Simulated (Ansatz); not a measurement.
# InGa2As3: the band gap up the ladder of functionals

One table from this session's results is given with a row withheld; the runs are named, their logs left out.

Code: Ansatz 0.2.0. PAW datasets, plane waves. These are computed values for a spin-unpolarised cell that may be hypothetical; none is a measurement.

## The structure to begin with

The cell was relaxed beforehand with r2SCAN.

The symmetry is Imm2 (No. 44, orthorhombic); a = 4.101 Å, b = 12.323 Å, c = 5.828 Å in the conventional setting, 24.54 Å³ an atom. Ga has 4 As at 2.45–2.48 Å; As has 3 Ga at 2.46–2.48 Å and 1 In at 2.64 Å; In has 4 As at 2.61–2.64 Å; As has 2 Ga at 2.45 Å and 2 In at 2.61 Å.

As a file:

```cif
data_structure
_symmetry_space_group_name_H-M 'Imm2'
_symmetry_Int_Tables_number 44
_cell_length_a 4.1011
_cell_length_b 12.3233
_cell_length_c 5.8275
_cell_angle_alpha 90.000
_cell_angle_beta 90.000
_cell_angle_gamma 90.000
_cell_volume 294.52
loop_
_atom_site_label
_atom_site_type_symbol
_atom_site_symmetry_multiplicity
_atom_site_Wyckoff_symbol
_atom_site_fract_x
_atom_site_fract_y
_atom_site_fract_z
_atom_site_occupancy
Ga1 Ga 4 d 0.50000 0.16903 0.50051 1
As1 As 4 d 0.00000 0.17489 0.26264 1
In1 In 2 a 0.00000 0.00000 0.00063 1
As2 As 2 b 0.50000 0.00000 0.72307 1
```

The first run:

Contents of input.yaml:

```yaml
crystal:
  lattice:
    - [-2.050556799, 6.1616740776, 2.913756797]
    - [2.050556799, -6.1616740776, 2.913756797]
    - [2.050556799, 6.1616740776, -2.913756797]
  atoms:
    - { symbol: Ga, position: [0.6695360979, 1.0005095567, 0.6690265413] }
    - { symbol: As, position: [0.4375258999, 0.2626395095, 0.1748863904] }
    - { symbol: Ga, position: [0.3314830154, 0.0005095567, 0.3309734587] }
    - { symbol: As, position: [0.0877531191, 0.2626395095, 0.8251136096] }
    - { symbol: In, position: [0.0006281254, 0.0006281254, 0.0] }
    - { symbol: As, position: [0.7230737422, 0.2230737422, 0.5] }
kpoints:
  mp_grid: { grid: [8, 8, 8] }
  band_path:
    path:
      - [[0.0, 0.0, 0.0], [0.5, -0.5, 0.5], [0.2776876547243, -0.2776876547243, 0.7223123452757]]
      - [[-0.2776876547243, 0.2776876547243, 0.2776876547243], [0.0, 0.0, 0.0], [0.3059048083293, 0.3059048083293, -0.3059048083293]]
      - [[0.6940951916707, -0.3059048083293, 0.3059048083293], [0.5, -0.5, 0.5]]
      - [[0.0, 0.0, 0.0], [-2.901424124701e-18, 0.5, 2.901424124701e-18], [0.25, 0.25, 0.25], [0.5, -2.901424124701e-18, 2.901424124701e-18], [0.0, 0.0, 0.0], [-5.532946462494e-18, 5.532946462494e-18, 0.5], [0.25, 0.25, 0.25]]
    npoints: 10
hamiltonian:
  xc: pbe
scf:
  occupations: { method: fermi_dirac, width: 0.02 }
  n_extra_bands: 5
output:
  forces: true
  stress: true
  eigenvalues: true
  write_density: true
  write_potential: true
  elf: true
  volumetric_format: npy
```

On the command line:

```bash
$ ansatz run input.yaml --threads 2 --pin off --max-ram 29491MiB --backend cpu --events-out ev --progress --plain --runs-dir out
```

Steps of the session up to this table: PBE bands along the symmetry lines; r2SCAN at the same geometry; HSE06; PBE+SOC at the same geometry.

One of the session's tables, all rows but one given; the rest of the session is left out.

```
  level  gap (eV)
    PBE      0.05
 r2SCAN      0.51
  HSE06         ?
PBE+SOC      0.03
```

**Question.** Estimate the row for HSE06.

The run gave: gap (eV): 0.88. In the column «gap (eV)» it is the highest.

Meshes: PBE 8×8×8, r2SCAN 8×8×8, HSE06 4×4×4, PBE+SOC 8×8×8

Against HSE06, PBE is short by 0.83 eV, at 6 % of it, and r2SCAN 58 %.

To keep in mind: Warnings in the runs' records: stress scf threshold loose, stress exchange threshold loose.
